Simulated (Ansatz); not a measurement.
BaTiO₃, space group Pm-3m, Wannier functions of the valence bands

With the Python package of Ansatz (0.2.0).

At the Python prompt:
```pycon
>>> from pathlib import Path
>>> import warnings
>>> import ansatz as az
>>> import tomllib
>>> warnings.simplefilter('ignore', az.DeckWarning)
>>> lattice = az.Lattice.of(
...     (4.006, 0.0, 0.0),
...     (0.0, 4.006, 0.0),
...     (0.0, 0.0, 4.006),
... )
>>> sites = [
...     ('Ba', (0.5, 0.5, 0.5)),
...     ('Ti', (0.0, 0.0, 0.0)),
...     ('O', (0.5, 0.0, 0.0)),
...     ('O', (0.0, 0.5, 0.0)),
...     ('O', (0.0, 0.0, 0.5)),
... ]
>>> system = az.Crystal(lattice=lattice)
>>> for symbol, position in sites:
...     system = system.atom(symbol, position)
...
>>> [site.symbol for site in system.resolved().sites]
['Ba', 'Ti', 'O', 'O', 'O']
>>> base = (
...     system.calculation()
...     .functional(az.Functional.PBE)
...     .scf(tolerance=1e-08)
...     .basis(550)
...     .kpoints(mesh=(4, 4, 4))
...     .occupations('fixed')
...     .wannier(mesh=(3, 3, 3), projections=[az.TrialShell('O', 'p')], minimise=True)
... )
>>> out = base.run(threads=1, runs_dir='w90')
>>> spreads = tomllib.loads(Path(out.output_folder, 'results', 'wannier.spreads.toml').read_text())
>>> print('converged:', spreads['converged'], 'in', spreads['n_iter'], 'steps; least projectability', round(spreads['least_projectability'], 3))
converged: True in 8 steps; least projectability 0.795
>>> print('invariant, diagonal, off-diagonal spread (A^2):', *(round(spreads[k], 4) for k in ('omega_i_ang2', 'omega_d_ang2', 'omega_od_ang2')))
invariant, diagonal, off-diagonal spread (A^2): 11.6327 0.0 0.1292
>>> for function in spreads['wannier']:
...     print('centre', [round(v, 3) for v in function['r']], 'spread', round(function['spread'], 4))
...
centre [0.0, 2.003, 0.0] spread 1.103
centre [2.003, -0.0, -0.0] spread 1.103
centre [-0.0, 0.0, 2.003] spread 1.103
centre [-0.0, 2.003, 0.0] spread 1.4089
centre [2.003, -0.0, -0.0] spread 1.4089
centre [2.003, -0.0, 0.0] spread 1.4089
centre [-0.0, 0.0, 2.003] spread 1.4089
centre [0.0, 0.0, 2.003] spread 1.4089
centre [0.0, 2.003, 0.0] spread 1.4089
```

Spin is left out of this run. This is a high-temperature or high-pressure form, not the ambient phase. The starting cell is as deposited in a crystallographic database; the results hold for this polymorph, which needn't be the stable one. Timing: 2.8 s on 1 thread of Arm Neoverse V2 (shared host), peak memory 0.39 GiB.
